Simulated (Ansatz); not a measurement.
# Lu5F: the cost of one run

Computed with Ansatz 0.2.0 (DFT PBE, scalar-relativistic, plane waves, PAW, unless a step's input says otherwise).

## (1) The system as given

The structure is hexagonal, space group P6/mmm (No. 191). The conventional cell has a = 3.809 Å, b = 3.809 Å, c = 6.704 Å, α = 90.00°, β = 90.00°, γ = 120.00°. Lu (site symmetry 3m) has 4 Lu at 2.07 to 2.20 Å and 3 F at 2.43 Å in its first shell of neighbours. Lu (site symmetry 6/mmm) is surrounded by 12 Lu at 3.19 Å and 2 F at 3.35 Å. F (site symmetry 6/mmm) is surrounded by 14 Lu at 2.43 to 3.35 Å.

As a file:

```cif
data_structure
_symmetry_space_group_name_H-M 'P6/mmm'
_symmetry_Int_Tables_number 191
_cell_length_a 3.8094
_cell_length_b 3.8094
_cell_length_c 6.7039
_cell_angle_alpha 90.000
_cell_angle_beta 90.000
_cell_angle_gamma 120.000
_cell_volume 84.25
loop_
_atom_site_label
_atom_site_type_symbol
_atom_site_symmetry_multiplicity
_atom_site_Wyckoff_symbol
_atom_site_fract_x
_atom_site_fract_y
_atom_site_fract_z
_atom_site_occupancy
Lu1 Lu 4 h 0.33333 0.66667 0.65449 1
Lu2 Lu 1 a 0.00000 0.00000 0.00000 1
F1 F 1 b 0.00000 0.00000 0.50000 1
```

The cell is invented: random cell by space group and Wyckoff sites (P6/mmm, No. 191). Lengths come from tabulated atomic sizes and are only a guess.

## (2) The guess as it stands, on a coarse mesh

input.yaml reads:

```yaml
crystal:
  lattice:
    - [3.8094107, 0.0, 0.0]
    - [-1.90470535, 3.29904644, 0.0]
    - [0.0, 0.0, 6.70393929]
  atoms:
    - { symbol: Lu, position: [0.33333333, 0.66666667, 0.65449002] }
    - { symbol: Lu, position: [0.33333333, 0.66666667, 0.34550998] }
    - { symbol: Lu, position: [0.66666667, 0.33333333, 0.34550998] }
    - { symbol: Lu, position: [0.66666667, 0.33333333, 0.65449002] }
    - { symbol: Lu, position: [0.0, 0.0, 0.0] }
    - { symbol: F, position: [0.0, 0.0, 0.5] }
basis:
  ecutwfc: 420
kpoints:
  mp_grid: { grid: [6, 6, 4] }
hamiltonian:
  xc: pbe
scf:
  occupations: { method: gaussian, width: 0.1 }
  lower_state_search: "off"
output:
  forces: true
  stress: true
  eigenvalues: true
```

Command:

```sh
$ ansatz run input.yaml --threads 1 --pin off --max-ram 2560MiB --backend cpu --events-out ev --progress --plain --runs-dir out
```

Q: Estimate wall time and peak memory on 1 thread of Arm Neoverse N1, shared host.

About 71 s, with a peak of 0.41 GiB.
